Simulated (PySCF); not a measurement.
# doublet [Si4]+: levels of theory compared

Wanted: a comparison of 6 runs (UHF/STO-3G, UHF/3-21G, UB3LYP/6-31G*, U-wB97M-V/aug-cc-pVDZ, UB2PLYP/aug-cc-pVDZ, USCS-MP2/aug-cc-pVDZ) of doublet [Si4]+. The job is set up through a Python script.

The results are computed with PySCF 2.14.0.

1 further run of the same task is left out (set aside as unsound or not needed).

### 1 Starting point

The species is [Si4]+ (4 atoms), meant as a doublet with charge +1. As SMILES of the parent species, `[Si]1[Si][Si][Si]1`. Geometry: relaxed at GFN2-xTB. That shape belongs to the parent species and isn't relaxed for this state.

Bond lengths: Si1–Si2 2.291 Å, Si2–Si3 2.291 Å, Si1–Si4 2.292 Å, Si3–Si4 2.291 Å. Angles: Si1–Si2–Si3 112.3°, Si2–Si1–Si4 67.7°, Si2–Si3–Si4 67.7°, Si1–Si4–Si3 112.3°. A long bond or contact: Si2–Si4 2.552 Å.

### 2 A single-point energy at UHF/STO-3G (run 1)

job.py

```python
from pyscf import gto, scf

mol = gto.Mole()
mol.atom = '''
Si     1.034120    -0.476140     1.525080
Si    -0.921360     0.442170     0.763360
Si    -1.025220     0.495440    -1.524760
Si     0.912460    -0.461460    -0.763680
'''
mol.charge = 1
mol.verbose = 4
mol.max_memory = 1860
mol.basis = 'sto-3g'
mol.spin = 1
mol.build()

myscf = scf.UHF(mol)
myscf.conv_tol = 1e-10
myscf.kernel()
if not myscf.converged:
    myscf = myscf.newton().run(myscf.mo_coeff, myscf.mo_occ)

energy = myscf.e_tot
print('E(%s) = %.9f' % ('HF', energy))
```

The run is started by

```sh
$ OMP_NUM_THREADS=1 python job.py
```

Output:

```text
PySCF version 2.14.0

[... 136 lines left out ...]
converged SCF energy = -1142.08422891769  <S^2> = 0.79197367  2S+1 = 2.0415422
E(HF) = -1142.084228918
```

It took 0.91 s on 1 thread of AMD EPYC 7B13 (Zen 3), shared host; peak memory 0.1 GiB.

### 3 The energy at UHF/3-21G (run 2)

run.py

```python
from pyscf import gto

mol = gto.M(
    atom='''
Si   1.034120  -0.476140   1.525080
Si  -0.921360   0.442170   0.763360
Si  -1.025220   0.495440  -1.524760
Si   0.912460  -0.461460  -0.763680
''',
    spin=1,
    basis='3-21g',
    max_memory=1860,
    charge=1,
    verbose=4,
)

calc0 = mol.UHF()
calc0.conv_tol = 1e-10
calc0.kernel()
if not calc0.converged:
    calc0 = calc0.newton().run(calc0.mo_coeff, calc0.mo_occ)

energy = calc0.e_tot
print('E = %.10f Eh' % energy)
```

The run is started by

```sh
$ OMP_NUM_THREADS=1 python run.py
```

Output:

```text
PySCF version 2.14.0

[... 112 lines left out ...]
converged SCF energy = -1149.22300820271  <S^2> = 0.80590713  2S+1 = 2.0551468
E = -1149.2230082027 Eh
```

It took 1.2 s on 1 thread of AMD EPYC 7B13 (Zen 3), shared host; peak memory 0.12 GiB.

Runs 3 to 5 aren't shown in full; the table further down has their settings and results.

### 4 A single-point energy at USCS-MP2/aug-cc-pVDZ (run 6)

job.py

```python
from pyscf import gto, scf, mp

system = gto.Mole()
system.atom = '''
Si     1.954204    -0.899774     2.881984
Si    -1.741118     0.835580     1.442541
Si    -1.937385     0.936246    -2.881379
Si     1.724299    -0.872033    -1.443146
'''
system.charge = 1
system.spin = 1
system.basis = 'aug-cc-pvdz'
system.unit = 'bohr'
system.max_memory = 1860
system.verbose = 3
system.build()

mf = scf.UHF(system)
mf.conv_tol = 1e-10
mf.kernel()
if not mf.converged:
    mf = mf.newton().run(mf.mo_coeff, mf.mo_occ)

pt = mp.MP2(mf, frozen=20).run()
e_tot = mf.e_tot + 1.2 * pt.e_corr_os + pt.e_corr_ss / 3
print(f'total energy: {e_tot:.8f} hartree')
```

The run is started by

```sh
$ OMP_NUM_THREADS=1 python job.py
```

Output:

```text
converged SCF energy = -1155.35937009584  <S^2> = 0.81674342  2S+1 = 2.0656654
E(UMP2) = -1155.71544016404  E_corr = -0.356070068202949
E(SCS-UMP2) = -1155.70222514963  E_corr = -0.342855053791313
total energy: -1155.70222515 hartree
```

Run time: 6.6 s. Hardware: 1 thread of AMD EPYC 7B13 (Zen 3), shared host; peak memory 0.28 GiB.

### 5 The series

```csv
run,level,integration grid,nlc grid,energy (Eh),HOMO energy (eV),LUMO energy (eV),⟨S²⟩,wall time
1,UHF/STO-3G,–,–,-1142.084229,-9.44,-2.93,0.792,0.91 s
2,UHF/3-21G,–,–,-1149.223008,-13.14,-6.80,0.806,1.2 s
3,UB3LYP/6-31G* (spherical functions),5,–,-1157.591135,-11.53,-9.75,0.760,13 s
4,U-wB97M-V/aug-cc-pVDZ,5,1,-1157.538697,-13.42,-7.94,0.761,1.9 min
5,UB2PLYP/aug-cc-pVDZ,5,–,-1157.121341,-12.23,-8.39,0.776,28 s
6,USCS-MP2/aug-cc-pVDZ,–,–,-1155.702225,-13.29,-6.43,0.817,6.6 s
```

### 6 What came out

| quantity | value |
| --- | --- |
| run 6: total energy | -1155.70223 Eh |
| run 6: HOMO energy (Hartree–Fock orbitals) (highest over α and β) | -13.29 eV |
| run 6: LUMO energy (Hartree–Fock orbitals) (lowest over α and β) | -6.43 eV |
| run 6: correlation energy (20 core orbitals frozen) | -342.9 mEh |
| run 6: ⟨S²⟩ of the reference determinant | 0.817 |

In words: Totals of different functionals can't be ranked against each other. In run 1 the basis is minimal, so the values are rough. All runs together took 2.7 min, the longest 1.9 min.
